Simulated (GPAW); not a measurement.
A run of GPAW 26.7.0 is set up as follows.

Contents of run.py:

```python
from ase import Atoms
from ase.dft.bandgap import bandgap
from ase.io import write
from ase.units import GPa
from gpaw import GPAW, PW, setup_paths

setup_paths.insert(0, '.')

atoms = Atoms(['Ge', 'Ge', 'Ge', 'Ga'],
              cell=[[4.278466, 0.0, 0.0],
                    [0.0, 4.278466, 0.0],
                    [0.0, 0.0, 4.278466]],
              scaled_positions=[[0.5, 0.5, 0.0],
                                [0.5, 0.0, 0.5],
                                [0.0, 0.5, 0.5],
                                [0.0, 0.0, 0.0]],
              pbc=True)

calc = GPAW(mode=PW(600),
            xc='PBEsol',
            kpts={'size': (6, 6, 6), 'gamma': True},
            occupations={'name': 'fermi-dirac', 'width': 0.05},
            nbands=18,
            convergence={'density': 1e-05, 'energy': 1e-05},
            maxiter=150,
            txt='gpaw.txt')
atoms.calc = calc
energy = atoms.get_potential_energy()
forces = atoms.get_forces()
stress = atoms.get_stress()
calc.write('gs.gpw')
write('result.traj', atoms)
print(f'Energy: {energy:.6f} eV')
print('Forces (eV/A):')
print(forces.round(4))
print('Stress (GPa):', (stress / GPa).round(3))
print('Fermi level:', round(calc.get_fermi_level(), 4), 'eV')
print(f'Gap: {bandgap(calc)[0]:.4f} eV, direct: {bandgap(calc, direct=True)[0]:.4f} eV')

path = atoms.cell.bandpath('GXMGRX,MR', npoints=60, eps=1e-4)
bs_calc = calc.fixed_density(kpts=path, symmetry='off', nbands=32,
                             convergence={'bands': 'CBM+6.0', 'eigenstates': 1e-6}, txt='bands.txt')
bs = bs_calc.band_structure()
bs.write('bs.json')
print(f'Gap on the path: {bandgap(bs_calc)[0]:.4f} eV')
```

Potentials or basis: PAW data sets generated in the run's folder for this functional, pw.

Launch:

```sh
$ gpaw-setup -f PBEsol Ga Ge
$ OMP_NUM_THREADS=1 python run.py
```

(1) What does it give for the band gap along the path?

(2) What does it give for the pressure?

## Answers

(1) none (metal or under the smearing width).

(2) -3.7 GPa.
